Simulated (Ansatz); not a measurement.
**CH₅FGeOS: up Jacob's ladder to CCSD(T)**

The task here is to estimate one member of a computed series from the others.

Method: functionals in def2-TZVPP, the program's frozen cores in correlated methods; program: Ansatz 0.2.0, Gaussian basis.

The runs, in order: PBE-D4, r2SCAN-D4, PBE0-D4, B3LYP-D4, ωB97X-V, ωB97M-V, B2PLYP; CCSD(T)/def2-TZVPP; MP2/def2-QZVPP; extrapolation to the limit.

## The geometry

All runs share one geometry, relaxed beforehand with PBE0-D4 in a triple-zeta def2 set.

10 atoms, charge 0, spin multiplicity 1.

Atoms are counted from 1 here; the program's logs count them from 0.

Bond lengths: C1–O2 1.415 Å, C1–H6 1.096 Å, C1–H7 1.095 Å, C1–H8 1.091 Å, O2–Ge3 1.752 Å, Ge3–F4 1.738 Å, Ge3–S5 2.208 Å, Ge3–H9 1.525 Å, S5–H10 1.344 Å. Angles: O2–C1–H6 111.8°, O2–C1–H7 111.2°, O2–C1–H8 107.5°, H6–C1–H7 108.9°, H6–C1–H8 108.6°, H7–C1–H8 108.7°, C1–O2–Ge3 121.1°, O2–Ge3–F4 107.8°, O2–Ge3–S5 112.6°, O2–Ge3–H9 106.5°, F4–Ge3–S5 104.2°, F4–Ge3–H9 109.4°, S5–Ge3–H9 116.0°, Ge3–S5–H10 91.2°.

Set-up of the first run:

in.yaml

```yaml
crystal:
  periodic: [false, false, false]
  atoms:
    - {symbol: C, position_ang: [-0.004434, -1.543205, 0.429748]}
    - {symbol: O, position_ang: [-0.016512, -0.871357, -0.815101]}
    - {symbol: Ge, position_ang: [-0.102643, 0.876526, -0.898533]}
    - {symbol: F, position_ang: [-1.637227, 1.366143, -0.244740]}
    - {symbol: S, position_ang: [1.381976, 1.860769, 0.405916]}
    - {symbol: H, position_ang: [0.737729, -1.118328, 1.114624]}
    - {symbol: H, position_ang: [-0.988140, -1.508829, 0.908404]}
    - {symbol: H, position_ang: [0.255557, -2.585633, 0.238133]}
    - {symbol: H, position_ang: [-0.040900, 1.242616, -2.377479]}
    - {symbol: H, position_ang: [0.414576, 2.281307, 1.239028]}
basis:
  gaussian: {orbitals: def2-TZVPP}
hamiltonian: {xc: pbe, dispersion: d4}
output: {forces: true, orbitals: {seedname: orbitals}}
```

Run with:

```bash
$ ansatz run in.yaml --threads 2 --pin off --events-out ev --progress --plain --max-ram 32768MiB --backend cpu
```

Among the steps run: PBE-D4 (GGA); r2SCAN-D4 (meta-GGA); PBE0-D4 (hybrid); B3LYP-D4 (hybrid); ωB97X-V (range-separated); ωB97M-V (range-separated); B2PLYP (double hybrid); CCSD(T) in def2-TZVPP; MP2 in def2-QZVPP.

One of the session's tables, all rows but one given; the rest of the session is left out.

| method | atomisation energy (eV) |
| --- | --- |
| PBE-D4 | ? |
| r2SCAN-D4 | 36.014 |
| PBE0-D4 | 35.647 |
| B3LYP-D4 | 35.627 |
| ωB97X-V | 36.091 |
| ωB97M-V | 35.897 |
| B2PLYP | 35.393 |
| HF/def2-TZVPP | 25.278 |
| MP2/def2-TZVPP | 35.809 |
| CCSD/def2-TZVPP | 34.486 |
| CCSD(T)/def2-TZVPP | 35.101 |
| MP2/CBS | 36.729 |
| CCSD(T)/CBS | 36.021 |

**Question.** Estimate the row for PBE-D4.

**Answer.** atomisation energy (eV): 36.463. In the column «atomisation energy (eV)» it lies between ωB97X-V (36.091) and MP2/CBS (36.729).

To keep in mind: Free atoms (1 C, 1 O, 1 Ge, 1 F, 1 S, 5 H) were run apart at each level; the atomisation energy is their sum less the molecule, without zero-point or spin-orbit terms.
